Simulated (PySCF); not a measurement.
# SiAs: basis, grid and Hamiltonian

Which parts of the numerical set-up matter for SiAs? Each run edits the base script.

Method: each script names its method and basis; program: PySCF 2.14.0.

### Step 1. Where the work starts

SiAs: 2 atoms, charge 0, spin multiplicity 2.

Bond lengths: Si1–As2 2.290 Å.

### Step 2. The base run

File input.py:

```python
from pyscf import gto, dft

mol = gto.M(
    atom='Si 0 0 0; As 0 0 2.29',
    basis='def2-svp',
    charge=0,
    spin=1,
    verbose=4,
)
mf = dft.ROKS(mol, xc='wb97x')
mf = mf.density_fit(auxbasis='def2-universal-jkfit')
mf.kernel()
g = mf.nuc_grad_method()
g.grid_response = True
g.kernel()
mf.dip_moment()
print('orbital energies (hartree):', mf.mo_energy[..., max(0, mol.nelec[1]-3):mol.nelec[0]+3].round(4))
```

Launch:

```bash
OMP_NUM_THREADS=1 python input.py
```

Its log is not repeated here.

It gives: E(SCF) = -2524.916967 Eh, 11 cycles, μ = 1.20 D, gradient on the second atom 0.0757 Eh/bohr.

The bond length is a typed value, not an optimised one.

### Step 3. Density fitting cc-pvdz-jkfit

Edit 1 changes density fitting: def2-universal-jkfit → cc-pvdz-jkfit.

File input.py:

```python
from pyscf import gto, dft

mol = gto.M(
    atom='Si 0 0 0; As 0 0 2.29',
    basis='def2-svp',
    charge=0,
    spin=1,
    verbose=4,
)
mf = dft.ROKS(mol, xc='wb97x')
mf = mf.density_fit(auxbasis='cc-pvdz-jkfit')
mf.kernel()
g = mf.nuc_grad_method()
g.grid_response = True
g.kernel()
mf.dip_moment()
print('orbital energies (hartree):', mf.mo_energy[..., max(0, mol.nelec[1]-3):mol.nelec[0]+3].round(4))
```

Launch:

```bash
OMP_NUM_THREADS=1 python input.py
```

### Step 4. Crenbl (core potential on)

Edit 2 changes basis set: def2-svp → crenbl; core potential: off → on. The core potential changes with it, and so the count of electrons: totals don't compare.

input.py, as its differences from that of step 2:

```diff
@@ -4,3 +4,4 @@
     atom='Si 0 0 0; As 0 0 2.29',
-    basis='def2-svp',
+    basis='crenbl',
+    ecp={'Si': 'crenbl', 'As': 'crenbl'},
     charge=0,
```

### Step 5. Integration grid 1

Edit 3 changes integration grid: default → 1.

input.py, as its differences from that of step 2:

```diff
@@ -11,2 +11,3 @@
 mf = mf.density_fit(auxbasis='def2-universal-jkfit')
+mf.grids.level = 1
 mf.kernel()
```

### Step 6. Density fitting none

Edit 4 changes density fitting: def2-universal-jkfit → none.

input.py, as its differences from that of step 2:

```diff
@@ -10,3 +10,2 @@
 mf = dft.ROKS(mol, xc='wb97x')
-mf = mf.density_fit(auxbasis='def2-universal-jkfit')
 mf.kernel()
```

### Step 7. X2c-svpall (X2C on)

Edit 5 changes basis set: def2-svp → x2c-svpall; spin-free X2C: off → on.

input.py, as its differences from that of step 2:

```diff
@@ -4,3 +4,3 @@
     atom='Si 0 0 0; As 0 0 2.29',
-    basis='def2-svp',
+    basis='x2c-svpall',
     charge=0,
@@ -10,2 +10,3 @@
 mf = dft.ROKS(mol, xc='wb97x')
+mf = mf.sfx2c1e()
 mf = mf.density_fit(auxbasis='def2-universal-jkfit')
```

What does the calculation give? Wanted: for each run, E(SCF); from base; dipole.

As calculated:

| run | E(SCF) (hartree) | from base (eV) | cycles | dipole (D) | functions |
| --- | --- | --- | --- | --- | --- |
| base | -2524.916967 | 0 | 11 | 1.20 | 50 |
| density fitting cc-pvdz-jkfit | -2524.825636 | +2.4852 | 11 | 1.21 | 50 |
| crenbl (core potential on) | -118.050869 | not comparable | 11 | 1.12 | 48 |
| integration grid 1 | -2524.916792 | +0.0048 | 11 | 1.20 | 50 |
| density fitting none | -2524.916943 | +0.0006 | 11 | 1.20 | 50 |
| x2c-svpall (X2C on) | -2550.332530 | not comparable | 10 | 1.14 | 50 |

What this shows: Of the runs whose energies can be compared, “density fitting cc-pvdz-jkfit” moves the SCF energy most (+2.485 eV).
